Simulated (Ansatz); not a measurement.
# CH₃BrOSi with the probe H: a probe moved round a molecule

Aim: map the energy of CH₃BrOSi (SMILES BrC1O[SiH2]1) with the probe H over two coordinates, and find its wells, ridges and stiffness.

Method: UKS PBE-D4/def2-SVP; program: Ansatz 0.2.0.

## 1. Starting geometry

SMILES `BrC1O[SiH2]1`, 7 atoms, charge 0, spin multiplicity 1.

Atoms are counted from 1 here; the program's logs count them from 0.

Bond lengths: Br1–C2 1.969 Å, C2–O3 1.419 Å, C2–Si4 1.839 Å, C2–H5 1.106 Å, O3–Si4 1.737 Å, Si4–H6 1.492 Å, Si4–H7 1.494 Å. Angles: Br1–C2–O3 115.3°, Br1–C2–Si4 120.3°, Br1–C2–H5 107.5°, O3–C2–Si4 62.9°, O3–C2–H5 115.5°, Si4–C2–H5 127.5°, C2–O3–Si4 70.5°, C2–Si4–O3 46.6°, C2–Si4–H6 119.7°, C2–Si4–H7 123.3°, O3–Si4–H6 116.1°, O3–Si4–H7 114.5°, H6–Si4–H7 115.9°.

As a file:

| atom | x (Å) | y (Å) | z (Å) |
| --- | --- | --- | --- |
| Br1 | -0.96791 | -1.75457 | 1.41615 |
| C2 | 0.35882 | -0.67266 | 0.44310 |
| O3 | 0.27519 | -0.73785 | -0.97181 |
| Si4 | -0.15610 | 0.85781 | -0.43690 |
| H5 | 1.35222 | -0.89946 | 0.87314 |
| H6 | -1.60294 | 1.21045 | -0.52103 |
| H7 | 0.80202 | 1.92837 | -0.84825 |

This geometry comes from a loose relaxation at PBE in a small basis, which is not shown.

## 2. The minimum at this level

Input file input.yaml:

```yaml
crystal:
  periodic: [false, false, false]
  atoms:
    - { symbol: Br, position_ang: [-0.967908, -1.754572, 1.416148] }
    - { symbol: C, position_ang: [0.358819, -0.672661, 0.443101] }
    - { symbol: O, position_ang: [0.275193, -0.737849, -0.971808] }
    - { symbol: Si, position_ang: [-0.156095, 0.857814, -0.436905] }
    - { symbol: H, position_ang: [1.352216, -0.899455, 0.873144] }
    - { symbol: H, position_ang: [-1.602943, 1.21045, -0.52103] }
    - { symbol: H, position_ang: [0.802018, 1.928373, -0.84825] }
basis:
  gaussian: { orbitals: def2-SVP }
hamiltonian:
  xc: pbe
  dispersion: d4
output:
  forces: true
relax:
  f_tol: 0.003
  max_steps: 120
```

Started as:

```
$ ansatz run input.yaml --threads 1 --pin off --max-ram 2560MiB --backend cpu --events-out ev --progress --plain --runs-dir out
```

Log (excerpt; [...] marks lines left out):

```text
Warning: RAYON_NUM_THREADS=1 ignored (pool sized by the plan → 1); use --threads N
[...]
Functional definition: PBE
[...]
1016 factors; their error is unknown
[...]
mean field -81024.50923084 eV, -2977.5957938485 hartree, gradient 2.0e-5 eV, S^2 0.000000; 0 other end points of the search recorded, 0 dependent functions left out
[...]
reference -81024.50926254 eV, -2977.5957950133 hartree; 33, 33 occupied and 60, 60 virtual orbitals, 1016 factors
relax step   1: F+E_penalty+E_count = -81024.67054385 eV  Δ(F+E_penalty+E_count) = +0.000e0 eV  max|allowed force component| = 6.673e-3 eV/Å  Δτ_max = 0.0000 Å  (27 SCF iters, accepted)
[...]
relax step   2: F+E_penalty+E_count = -81024.67054584 eV  Δ(F+E_penalty+E_count) = -1.990e-6 eV  max|allowed force component| = 3.157e-3 eV/Å  Δτ_max = 0.0004 Å  (19 SCF iters, accepted)
[...]
relax step   3: F+E_penalty+E_count = -81024.67054653 eV  Δ(F+E_penalty+E_count) = -6.967e-7 eV  max|allowed force component| = 1.234e-3 eV/Å  Δτ_max = 0.0004 Å  (19 SCF iters, accepted)
1016 factors; their error is unknown
[...]
mean field -81024.50923217 eV, -2977.5957938972 hartree, gradient 2.2e-5 eV, S^2 0.000000; 1 other end points of the search recorded, 0 dependent functions left out
[...]
reference -81024.50926386 eV, -2977.5957950619 hartree; 33, 33 occupied and 60, 60 virtual orbitals, 1016 factors
Total energy: -81024.67057823 eV, -2977.6017232556 hartree
Atom 0 at    -0.967971    -1.754946     1.415601 Å, force    -0.000192    -0.000218     0.000096 eV/Å
Atom 1 at     0.358954    -0.672628     0.443259 Å, force     0.000170     0.000509    -0.001234 eV/Å
Atom 2 at     0.275377    -0.737714    -0.971481 Å, force    -0.000270    -0.000149     0.000732 eV/Å
Atom 3 at    -0.156298     0.857859    -0.437006 Å, force     0.000356     0.000022     0.000288 eV/Å
Atom 4 at     1.352242    -0.899319     0.873484 Å, force     0.000128    -0.000112     0.000250 eV/Å
Atom 5 at    -1.603040     1.210863    -0.520584 Å, force    -0.000188    -0.000092    -0.000113 eV/Å
Atom 6 at     0.802036     1.927985    -0.848874 Å, force    -0.000004     0.000041    -0.000020 eV/Å
Dipole moment:     0.125909     0.533015    -0.018959 e Å
```

It took 10 s on 1 thread of Arm Neoverse V1, shared host; peak memory 0.14 GiB.

Relaxation path:

| step | energy from step 1 (eV) | largest force component (eV/Å) |
| --- | --- | --- |
| 1 | 0.0000 | 0.0067 |
| 2 | 0.0000 | 0.0032 |
| 3 | 0.0000 | 0.0012 |

Close pairs (by a distance rule), those that changed most:

| bond | before (Å) | after (Å) | change (Å) |
| --- | --- | --- | --- |
| C2–Si4 | 1.839 | 1.839 | +0.000 |
| C2–O3 | 1.419 | 1.419 | -0.000 |
| O3–Si4 | 1.737 | 1.737 | -0.000 |
| C2–H5 | 1.106 | 1.106 | -0.000 |
| Si4–H6 | 1.492 | 1.492 | -0.000 |
| Si4–H7 | 1.494 | 1.494 | -0.000 |
| Br1–C2 | 1.969 | 1.969 | +0.000 |

## 3. The part H radical alone, at the geometry typed

Input file input.yaml:

```yaml
crystal:
  periodic: [false, false, false]
  atoms:
    - { symbol: H, position_ang: [0.0, 0.0, 0.0] }
magnetization:
  spin_polarized: true
  initial_magnetization: 1
basis:
  gaussian: { orbitals: def2-SVP }
hamiltonian:
  xc: pbe
```

Started as:

```
$ ansatz run input.yaml --threads 1 --pin off --max-ram 2560MiB --backend cpu --events-out ev --progress --plain --runs-dir out
```

Log:

```text
Warning: RAYON_NUM_THREADS=1 ignored (pool sized by the plan → 1); use --threads N
Engine: ansatz 0.2.0, aarch64-unknown-linux-gnu
[... 1 set-up line as earlier in the session ...]
  parameter kappa = 0.804
  parameter beta = 0.06672455060314922
  exchange = pbe_x(kappa = kappa, mu = beta*pi^2/3)
  correlation = pbe_c(beta = beta)
46 factors; their error is unknown
mean field evaluation 1: about -13.5666 eV, gradient 4.0e-1 eV
mean field evaluation 2: about -13.5686 eV, gradient 4.7e-2 eV
mean field evaluation 4: about -13.5684 eV, gradient 7.8e-5 eV
mean field -13.56837465 eV, -0.4986285714 hartree, gradient 7.3e-5 eV, S^2 0.750000; 0 other end points of the search recorded, 0 dependent functions left out
reference -13.56839860 eV, -0.4986294516 hartree; 1, 0 occupied and 4, 5 virtual orbitals, 46 factors
Total energy: -13.56839860 eV, -0.4986294516 hartree
```

It took 0.07 s on 1 thread of Arm Neoverse V1, shared host; peak memory 0.057 GiB.

## 4. The grid

The probe is moved over the molecule's main plane (x and y are the axes of that plane, centred on the molecule).

- x of the probe's H atom: 13 values from −5.64 to 5.64 Å
- y of the probe's H atom: 9 values from −3.76 to 3.76 Å

Nothing else is relaxed (molecule and probe rigid). Energies count from molecule and probe far apart, each relaxed in its own basis (no counterpoise correction). Points are written as (first, second).

The probe H moves over a plane: the molecule's main plane. The molecule is turned into the frame of its main axes, as the inputs below show.

Of the runs on the grid, 3 are shown in the steps below; the others differ only in the two coordinates.

## 5. Point (0.94 Å, −2.82 Å)

Input file input.yaml:

```yaml
crystal:
  periodic: [false, false, false]
  atoms:
    - { symbol: Br, position_ang: [-1.927351, -0.197984, 0.216078] }
    - { symbol: C, position_ang: [-0.144069, 0.094361, -0.566246] }
    - { symbol: O, position_ang: [0.744843, 0.868866, 0.22286] }
    - { symbol: Si, position_ang: [1.326578, -0.765243, 0.127308] }
    - { symbol: H, position_ang: [-0.290289, 0.446043, -1.604535] }
    - { symbol: H, position_ang: [1.187279, -1.586694, 1.364431] }
    - { symbol: H, position_ang: [2.611879, -0.921065, -0.618971] }
    - { symbol: H, position_ang: [0.94, -2.82, 0.0] }
magnetization:
  spin_polarized: true
  initial_magnetization: 1
basis:
  gaussian: { orbitals: def2-SVP }
hamiltonian:
  xc: pbe
  dispersion: d4
output:
  forces: true
```

Started as:

```
$ ansatz run input.yaml --threads 1 --pin off --max-ram 2560MiB --backend cpu --events-out ev --progress --plain --runs-dir out
```

Log (excerpt; [...] marks lines left out):

```text
Warning: RAYON_NUM_THREADS=1 ignored (pool sized by the plan → 1); use --threads N
[...]
[... 1 set-up line as earlier in the session ...]
[...]
1074 factors; their error is unknown
[...]
mean field -81038.21245132 eV, -2978.0993779127 hartree, gradient 2.7e-5 eV, S^2 0.757273; 1 other end points of the search recorded, 0 dependent functions left out
[...]
reference -81038.21248607 eV, -2978.0993791897 hartree; 34, 33 occupied and 64, 65 virtual orbitals, 1074 factors
Total energy: -81038.40287676 eV, -2978.1063759185 hartree
Atom 0 at    -1.927351    -0.197984     0.216078 Å, force     0.105325    -0.006590    -0.037256 eV/Å
Atom 1 at    -0.144069     0.094361    -0.566246 Å, force    -0.284907     0.372566     0.097898 eV/Å
Atom 2 at     0.744843     0.868866     0.222860 Å, force    -0.254903     0.084031    -0.124624 eV/Å
Atom 3 at     1.326578    -0.765243     0.127308 Å, force     0.340019    -1.415025    -0.075542 eV/Å
Atom 4 at    -0.290289     0.446043    -1.604535 Å, force     0.031024    -0.046579    -0.040867 eV/Å
Atom 5 at     1.187279    -1.586694     1.364431 Å, force     0.109502     0.353718     0.419346 eV/Å
Atom 6 at     2.611879    -0.921065    -0.618971 Å, force    -0.013776     0.130422     0.077117 eV/Å
Atom 7 at     0.940000    -2.820000     0.000000 Å, force    -0.032286     0.527457    -0.316071 eV/Å
Dipole moment:     0.315872    -0.212794    -0.153676 e Å
```

Run time: 6.6 s. Hardware: 1 thread of Arm Neoverse V1, shared host; peak memory 0.15 GiB.

That is −16 kJ/mol from the zero.

## 6. The run at (−0.94 Å, 2.82 Å)

Edit input.yaml of step 5 so:

```diff
@@ -10,3 +10,3 @@
     - { symbol: H, position_ang: [2.611879, -0.921065, -0.618971] }
-    - { symbol: H, position_ang: [0.94, -2.82, 0.0] }
+    - { symbol: H, position_ang: [-0.94, 2.82, 0.0] }
 magnetization:
```

Started as:

```
$ ansatz run input.yaml --threads 1 --pin off --max-ram 2560MiB --backend cpu --events-out ev --progress --plain --runs-dir out
```

Log (excerpt; [...] marks lines left out):

```text
Warning: RAYON_NUM_THREADS=1 ignored (pool sized by the plan → 1); use --threads N
[...]
[... 1 set-up line as earlier in the session ...]
[...]
1074 factors; their error is unknown
[...]
mean field -81038.06921248 eV, -2978.0941139825 hartree, gradient 1.6e-5 eV, S^2 0.750181; 0 other end points of the search recorded, 0 dependent functions left out
[...]
reference -81038.06925098 eV, -2978.0941153971 hartree; 34, 33 occupied and 64, 65 virtual orbitals, 1074 factors
Total energy: -81038.25442724 eV, -2978.1009204993 hartree
Atom 0 at    -1.927351    -0.197984     0.216078 Å, force     0.006518     0.000224    -0.000517 eV/Å
Atom 1 at    -0.144069     0.094361    -0.566246 Å, force     0.019241    -0.046812    -0.013738 eV/Å
Atom 2 at     0.744843     0.868866     0.222860 Å, force    -0.002038    -0.004108     0.002019 eV/Å
Atom 3 at     1.326578    -0.765243     0.127308 Å, force     0.010673    -0.021904     0.001378 eV/Å
Atom 4 at    -0.290289     0.446043    -1.604535 Å, force    -0.002962    -0.000432     0.003180 eV/Å
Atom 5 at     1.187279    -1.586694     1.364431 Å, force     0.000683    -0.001073     0.000283 eV/Å
Atom 6 at     2.611879    -0.921065    -0.618971 Å, force    -0.000569    -0.001025    -0.000371 eV/Å
Atom 7 at    -0.940000     2.820000     0.000000 Å, force    -0.031546     0.075130     0.007765 eV/Å
Dipole moment:     0.415355    -0.354716    -0.161505 e Å
```

It took 6.5 s on 1 thread of Arm Neoverse V1, shared host; peak memory 0.15 GiB.

Energy on the map's scale: −1.5 kJ/mol.

## 7. Point (−5.64 Å, 2.82 Å)

Edit input.yaml of step 6 so:

```diff
@@ -10,3 +10,3 @@
     - { symbol: H, position_ang: [2.611879, -0.921065, -0.618971] }
-    - { symbol: H, position_ang: [-0.94, 2.82, 0.0] }
+    - { symbol: H, position_ang: [-5.64, 2.82, 0.0] }
 magnetization:
```

Started as:

```
$ ansatz run input.yaml --threads 1 --pin off --max-ram 2560MiB --backend cpu --events-out ev --progress --plain --runs-dir out
```

Log (excerpt; [...] marks lines left out):

```text
Warning: RAYON_NUM_THREADS=1 ignored (pool sized by the plan → 1); use --threads N
[...]
[... 1 set-up line as earlier in the session ...]
[...]
1074 factors; their error is unknown
[...]
mean field -81038.07904328 eV, -2978.0944752575 hartree, gradient 3.9e-5 eV, S^2 0.750000; 0 other end points of the search recorded, 0 dependent functions left out
[...]
reference -81038.07909049 eV, -2978.0944769928 hartree; 34, 33 occupied and 64, 65 virtual orbitals, 1074 factors
Total energy: -81038.24344153 eV, -2978.1005167819 hartree
Atom 0 at    -1.927351    -0.197984     0.216078 Å, force    -0.004740     0.003246    -0.000034 eV/Å
Atom 1 at    -0.144069     0.094361    -0.566246 Å, force     0.001144     0.000768     0.000405 eV/Å
Atom 2 at     0.744843     0.868866     0.222860 Å, force    -0.000641    -0.000450    -0.000216 eV/Å
Atom 3 at     1.326578    -0.765243     0.127308 Å, force    -0.000172     0.000072    -0.000381 eV/Å
Atom 4 at    -0.290289     0.446043    -1.604535 Å, force    -0.000223     0.000006    -0.000217 eV/Å
Atom 5 at     1.187279    -1.586694     1.364431 Å, force    -0.000116     0.000099     0.000230 eV/Å
Atom 6 at     2.611879    -0.921065    -0.618971 Å, force    -0.000083    -0.000024    -0.000007 eV/Å
Atom 7 at    -5.640000     2.820000     0.000000 Å, force     0.004831    -0.003716     0.000221 eV/Å
Dipole moment:     0.409551    -0.326104    -0.164131 e Å
```

Run time: 7.3 s. Hardware: 1 thread of Arm Neoverse V1, shared host; peak memory 0.14 GiB.

Energy on the map's scale: −0.43 kJ/mol.

## 8. Energy over the grid

105 points were computed, and 12 have no value (skipped by design, atoms too close, or no result). Energies in kJ/mol, from molecule and probe far apart, each relaxed in its own basis (no counterpoise correction):

```csv
"y of the probe's H atom (Å) ↓, x of the probe's H atom (Å) →",−5.64,−4.70,−3.76,−2.82,−1.88,−0.94,0.00,0.94,1.88,2.82,3.76,4.70,5.64
3.76,0,0,−1,−1,−2,−2,−2,−2,−2,−1,−1,0,0
2.82,0,−1,−2,−2,−2,−1,4,6,0,−2,−1,−1,0
1.88,−1,−2,0,9,17,37,94,52,33,1,−2,−1,0
0.94,−1,−2,7,109,–,253,652,–,115,13,0,−1,−1
0.00,−1,−1,6,–,–,–,–,–,–,30,8,0,−1
−0.94,−1,−1,7,–,–,283,215,–,–,231,13,0,−1
−1.88,−1,−2,2,30,57,28,−7,140,180,54,9,0,−1
−2.82,−1,−1,−2,0,−1,−4,−6,−16,3,6,0,−1,−1
−3.76,0,−1,−1,−2,−2,−3,−3,−3,−3,−2,−2,−1,0
```

On the same grid, dipole moment (D):

| y of the probe's H atom (Å) ↓, x of the probe's H atom (Å) → | −5.64 | −4.70 | −3.76 | −2.82 | −1.88 | −0.94 | 0.00 | 0.94 | 1.88 | 2.82 | 3.76 | 4.70 | 5.64 |
| --- | --- | --- | --- | --- | --- | --- | --- | --- | --- | --- | --- | --- | --- |
| 3.76 | 2.63 | 2.64 | 2.64 | 2.65 | 2.65 | 2.65 | 2.66 | 2.66 | 2.64 | 2.63 | 2.63 | 2.63 | 2.63 |
| 2.82 | 2.64 | 2.65 | 2.69 | 2.77 | 2.77 | 2.74 | 2.87 | 2.88 | 2.69 | 2.63 | 2.63 | 2.63 | 2.63 |
| 1.88 | 2.64 | 2.68 | 2.97 | 3.63 | 3.52 | 3.05 | 2.10 | 2.21 | 2.62 | 2.59 | 2.64 | 2.64 | 2.63 |
| 0.94 | 2.64 | 2.72 | 3.40 | 1.35 | – | 0.87 | 1.66 | – | 1.84 | 2.48 | 2.64 | 2.65 | 2.64 |
| 0.00 | 2.63 | 2.69 | 2.86 | – | – | – | – | – | – | 2.69 | 2.42 | 2.64 | 2.65 |
| −0.94 | 2.63 | 2.65 | 2.89 | – | – | 1.46 | 1.54 | – | – | 3.91 | 2.14 | 2.63 | 2.65 |
| −1.88 | 2.63 | 2.64 | 2.79 | 2.89 | 1.40 | 1.73 | 2.14 | 1.37 | 2.51 | 2.27 | 2.29 | 2.66 | 2.66 |
| −2.82 | 2.63 | 2.64 | 2.65 | 2.62 | 2.46 | 2.44 | 2.43 | 1.97 | 2.49 | 2.65 | 2.67 | 2.67 | 2.65 |
| −3.76 | 2.63 | 2.63 | 2.63 | 2.62 | 2.61 | 2.61 | 2.65 | 2.70 | 2.75 | 2.72 | 2.68 | 2.65 | 2.64 |

## 9. Outcome

| quantity | value |
| --- | --- |
| lowest point | (0.94 Å, −2.82 Å) [nearest 1 H at 1.86 Å], −16 kJ/mol |
| highest computed point (blank points may lie higher) | (0.00 Å, 0.94 Å), 668 kJ/mol above the lowest |
| dipole moment (D) | 0.87 at (−0.94 Å, 0.94 Å) to 3.91 at (2.82 Å, −0.94 Å); 1.97 at the lowest point |
| time for the whole task | 12 min on 1 thread, shared host |

What this shows: The lowest computed point is at (0.94 Å, −2.82 Å) [nearest 1 H at 1.86 Å], −16 kJ/mol from molecule and probe far apart, each relaxed in its own basis (no counterpoise correction). The grid is coarse, so the lowest point of the scanned range may lie between grid points; coordinates that were held can hide deeper minima. The highest computed point, (0.00 Å, 0.94 Å) [nearest 1 O at 0.78 Å], lies 668 kJ/mol above the lowest. Between some neighbouring points the energy changes steeply, from close contacts of the rigid frames or a change of state; the map doesn't tell which. No counterpoise correction was made, so wells between separate parts tend to come out somewhat too deep.
